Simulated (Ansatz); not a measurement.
# SnAs: the cost of one run

Program: Ansatz 0.2.0. Level of theory: DFT PBEsol, scalar-relativistic, plane waves, PAW. These are calculated values, not measurements.

The COD entry's cell or inner coordinates are ideal or old and differ from later refinements, so a difference from it is no clean test against experiment.

## (1) Starting point

Symmetry: Fm-3m, No. 225, cubic system. Conventional cell: a = 5.681 Å, b = 5.681 Å, c = 5.681 Å, α = 90.00°, β = 90.00°, γ = 90.00°. Sn (site symmetry m-3m) is surrounded by 6 As at 2.84 Å. As (site symmetry m-3m) is surrounded by 6 Sn at 2.84 Å.

Coordinates:

```xyz
2
Lattice="0.0000 2.8405 2.8405 2.8405 0.0000 2.8405 2.8405 2.8405 0.0000" Properties=species:S:1:pos:R:3 pbc="T T T"
Sn    0.0000    0.0000    0.0000
As    2.8405    2.8405    2.8405
```

The structure rests on an entry of the Crystallography Open Database; cell or positions may have been set otherwise for this series.

## (2) Relaxing cell and atoms: SnAs, no spin

Contents of input.yaml:

```yaml
crystal:
  lattice:
    - [0.0, 2.8405, 2.8405]
    - [2.8405, 0.0, 2.8405]
    - [2.8405, 2.8405, 0.0]
  atoms:
    - { symbol: Sn, position: [0.0, 0.0, 0.0] }
    - { symbol: As, position: [0.5, 0.5, 0.5] }
scf:
  occupations: { method: gaussian, width: 0.1 }
output:
  forces: true
  stress: true
  eigenvalues: true
  write_density: true
  write_potential: true
  elf: true
  volumetric_format: npy
kpoints:
  mp_grid: { grid: [28, 28, 28] }
hamiltonian:
  xc: pbesol
relax:
  f_tol: 0.003
  max_steps: 60
  cell: { stress_tol: 0.02 }
```

Launch:

```sh
ansatz run input.yaml --threads 8 --pin off --max-ram 24576MiB --backend cpu --events-out ev --progress --plain --runs-dir out
```

Q: Estimate wall time and peak memory on 8 threads of Intel Xeon 6975P-C (Granite Rapids), shared host.

About 10 s, with a peak of 0.85 GiB.
